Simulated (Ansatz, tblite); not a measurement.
**The cluster In9P8+: a ladder of methods and basis sets**

How do method and basis change the picture of the cluster In9P8+ (singlet)?

The runs use Ansatz 0.2.0, Gaussian basis; as each input shows.

The runs, in order: GFN1-xTB, GFN2-xTB, PBE-D4/def2-TZVP, r2SCAN-D4/def2-TZVP, LDA/def2-TZVP, PBE-D4/def2-SVP, PBE0-D4/def2-SVP, MP2/def2-SVP, RPA/def2-SVP.

2 further runs of the same task are left out: 2 set aside as unsound or not needed.

**1. The structure**

The geometry is that of the singlet, from an earlier relaxation (PBE-D4/def2-SVP). At that level it is the lowest of the isomers that a small search found.

17 atoms, charge 1, spin multiplicity 1.

Bond lengths: In1–In6 3.284 Å, In1–P16 2.807 Å, In2–In6 3.064 Å, In2–P16 2.850 Å, In2–P17 2.857 Å, In4–P12 2.806 Å, In4–P13 2.967 Å, In5–In9 3.230 Å, In5–P17 2.920 Å, In6–P12 2.720 Å, In6–P14 2.886 Å, In7–In8 3.112 Å, In7–P15 2.838 Å, In8–P12 2.923 Å, In8–P17 2.883 Å, In9–P16 2.735 Å, P10–P11 2.242 Å, P10–P14 2.263 Å and more. Angles: In6–In1–P16 74.5°, In6–In2–P16 77.5°, In6–In2–P17 62.8°, P16–In2–P17 80.2°, P12–In4–P13 45.6°, In9–In5–P17 61.2°, In1–In6–In2 78.2°, In1–In6–P12 142.7°, In1–In6–P14 61.4°, In2–In6–P12 132.9°, In2–In6–P14 114.8°, P12–In6–P14 83.9°, In8–In7–P15 118.3°, In7–In8–P12 60.2°, In7–In8–P17 66.0°, P12–In8–P17 82.2°, In5–In9–P16 127.2°, P11–P10–P14 101.8° and more.

In takes a core potential in the def2 sets. No spin-orbit coupling is included. The ion is computed in the gas phase, without counter-ions or solvent.

PBE0-D4/def2-TZVP was run before; its log isn't repeated, and its numbers join the tables.

**2. GFN1-xTB**

Tight binding, by tblite at 300 K electronic temperature and without a spin-polarisation term:

```python
tblite.interface.Calculator('GFN1-xTB', numbers, positions, charge=1, uhf=0).singlepoint()
```

Energy -953.6738 eV, HOMO -9.41 eV, LUMO -8.08 eV; 0.14 s.

**3. GFN2-xTB**

Tight binding, by tblite at 300 K electronic temperature and without a spin-polarisation term:

```python
tblite.interface.Calculator('GFN2-xTB', numbers, positions, charge=1, uhf=0).singlepoint()
```

Energy -851.6124 eV, HOMO -10.22 eV, LUMO -8.58 eV; 0.12 s.

**4. PBE-D4/def2-TZVP**

start.molden holds the orbitals of an earlier run on this state, given as this run's starting guess.

in.yaml

```yaml
crystal:
  periodic: [false, false, false]
  atoms:
    - {symbol: In, position_ang: [-0.937140, 1.232090, -3.839388]}
    - {symbol: In, position_ang: [-3.479991, 0.441560, -0.845060]}
    - {symbol: In, position_ang: [3.301059, -1.736802, -1.691091]}
    - {symbol: In, position_ang: [3.368994, 3.610817, 0.858164]}
    - {symbol: In, position_ang: [-1.620870, -3.025778, 2.485054]}
    - {symbol: In, position_ang: [-0.834937, 1.974593, -0.642178]}
    - {symbol: In, position_ang: [0.765523, 0.078159, 3.313958]}
    - {symbol: In, position_ang: [-1.672475, 1.927787, 2.745912]}
    - {symbol: In, position_ang: [-2.554465, -2.896612, -0.604360]}
    - {symbol: P, position_ang: [0.326742, -1.336562, -1.786365]}
    - {symbol: P, position_ang: [0.107276, -1.699221, 0.415045]}
    - {symbol: P, position_ang: [0.880406, 2.440652, 1.417096]}
    - {symbol: P, position_ang: [2.138119, 0.973120, 0.280696]}
    - {symbol: P, position_ang: [1.433508, 0.636849, -1.823623]}
    - {symbol: P, position_ang: [2.123560, -1.073277, 1.103666]}
    - {symbol: P, position_ang: [-1.745795, -1.099457, -2.501194]}
    - {symbol: P, position_ang: [-1.599552, -0.447908, 1.113667]}
basis:
  gaussian: {orbitals: def2-TZVP, fitting: {mean_field: def2-universal-jkfit}, initial_orbitals: start.molden}
total_charge: 1
hamiltonian: {xc: pbe, dispersion: d4}
scf: {omitted_lower_state_checks: [starts]}
output: {forces: true, orbitals: {seedname: orbitals}}
```

On the command line:

```bash
$ ansatz run in.yaml --threads 2 --pin off --events-out ev --progress --plain --max-ram 32768MiB --backend cuda --devices 0, --max-vram 18GiB
```

Further steps of the session: r2SCAN-D4/def2-TZVP; LDA/def2-TZVP; PBE-D4/def2-SVP; PBE0-D4/def2-SVP; MP2/def2-SVP; RPA/def2-SVP.

Before running them: what should the planned runs give, taken together? Wanted: gap in def2-TZVP, named functionals, smallest and largest; correlation energy, MP2/def2-SVP; PBE0 total energy, smallest basis above largest.

The runs gave:

```
                                                 quantity                             value
gap in def2-TZVP, named functionals, smallest and largest  1.38 eV (LDA), 2.62 eV (PBE0-D4)
                         correlation energy, MP2/def2-SVP                         -46.62 eV
          PBE0 total energy, smallest basis above largest    26.38 eV (def2-SVP, def2-TZVP)
```

What this shows: Orbital gaps of the named functionals in def2-TZVP span 1.38 eV (LDA) to 2.62 eV (PBE0-D4); exact exchange widens it.
